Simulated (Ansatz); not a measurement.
# Si3W2: the cost of one run

Program: Ansatz 0.2.0. Level of theory: DFT PBEsol, scalar-relativistic, plane waves, PAW. These are calculated values, not measurements.

1 further run of the same task is left out (set aside as unsound or not needed). Runs told in other sessions of the task aren't counted.

## Step 1: The starting structure

Symmetry: I4/mmm, No. 139, tetragonal system. The conventional cell has a = 3.203 Å, b = 3.203 Å, c = 7.816 Å, α = 90.00°, β = 90.00°, γ = 90.00°. Si (site symmetry 4mm) is surrounded by 5 Si at 2.59 to 2.62 Å and 5 W at 2.61 to 2.62 Å. Around W (site symmetry 4/mmm) lie 10 Si at 2.61 to 2.62 Å.

Coordinates:

```cif
data_structure
_symmetry_space_group_name_H-M 'P 1'
_symmetry_Int_Tables_number 1
_cell_length_a 4.5167
_cell_length_b 4.5167
_cell_length_c 4.5167
_cell_angle_alpha 138.470
_cell_angle_beta 138.470
_cell_angle_gamma 60.184
_cell_volume 40.08
loop_
_atom_site_label
_atom_site_type_symbol
_atom_site_fract_x
_atom_site_fract_y
_atom_site_fract_z
_atom_site_occupancy
Si1 Si 0.33458 0.33458 0.00000 1
Si2 Si 0.66542 0.66542 0.00000 1
W1 W 0.00000 0.00000 0.00000 1
```

This cell was relaxed beforehand with the same method: volume 13.36 Å³/atom, gap on the mesh none (metal).

Reference energy of this cell: -11500.8968 eV (3 atoms, 18×18×18 mesh, zero smearing).

## Step 2: Next cell: 4 of 16 Si atoms taken out at random

From a supercell with 16 Si sites, 4 are emptied at random; the cell stays neutral and all atoms are shaken by 0.02 Å.

The cell holds 12 Si, 8 W: a = 6.405 Å, b = 6.405 Å, c = 7.816 Å, α = 90.00°, β = 90.00°, γ = 90.00°.

## Step 3: Relaxation without symmetry, coarse mesh

Cell and atoms move without symmetry, on a coarse mesh with loose thresholds.

Input file input.yaml:

```yaml
crystal:
  lattice:
    - [0.0, -6.4053264769, 0.0]
    - [6.4053264769, 0.0, 0.0]
    - [0.0, 0.0, 7.8158740289]
  atoms:
    - { symbol: Si, position: [0.2516867959, 0.2497295207, 0.8359283341] }
    - { symbol: Si, position: [0.2532664221, 0.7481987993, 0.84256884] }
    - { symbol: Si, position: [0.5014191709, 0.004453603, 0.3374010255] }
    - { symbol: Si, position: [0.7525935156, 0.2503548062, 0.8354813397] }
    - { symbol: Si, position: [0.7519519979, 0.7524991391, 0.8318619331] }
    - { symbol: Si, position: [0.2515749178, 0.2524097135, 0.163826528] }
    - { symbol: Si, position: [0.4913668861, 0.493897466, 0.6725949347] }
    - { symbol: Si, position: [0.2518487273, 0.7540503176, 0.162411212] }
    - { symbol: Si, position: [0.5038064734, 0.0029863529, 0.6654228186] }
    - { symbol: Si, position: [0.7512921958, 0.2524786364, 0.1612527418] }
    - { symbol: Si, position: [0.9970999109, 0.5020170375, 0.6671544263] }
    - { symbol: Si, position: [0.001580186, 0.9991628298, 0.6618831419] }
    - { symbol: W, position: [0.5004438417, 0.003631821, 0.9979916171] }
    - { symbol: W, position: [0.7545457192, 0.2502486065, 0.4997873928] }
    - { symbol: W, position: [0.500048911, 0.5014296953, 0.006732674] }
    - { symbol: W, position: [0.7560094022, 0.7503347943, 0.5013863346] }
    - { symbol: W, position: [0.0011417115, 0.9994751173, 0.0015261162] }
    - { symbol: W, position: [0.2527919589, 0.2411755245, 0.4950436271] }
    - { symbol: W, position: [0.9991080945, 0.498040425, 0.0031421994] }
    - { symbol: W, position: [0.2514135468, 0.7539352365, 0.5014777501] }
  symmetry: { detect: false }
basis:
  ecutwfc: 420
kpoints:
  mp_grid: { grid: [2, 2, 2], shift: [0.5, 0.5, 0.5] }
hamiltonian:
  xc: pbesol
scf:
  occupations: { method: gaussian, width: 0.1 }
  lower_state_search: "off"
output:
  forces: true
  stress: true
  eigenvalues: true
relax:
  adjacent_minimum: "off"
  f_tol: 0.04
  max_steps: 50
  cell: { stress_tol: 0.3 }
```

Started as:

```console
$ ansatz run input.yaml --threads 4 --pin off --max-ram 9216MiB --backend cpu --events-out ev --progress --plain --runs-dir out
```

Q: Estimate wall time and peak memory on 4 threads of Arm Neoverse V2, shared host.

About 91 s, with a peak of 0.87 GiB.
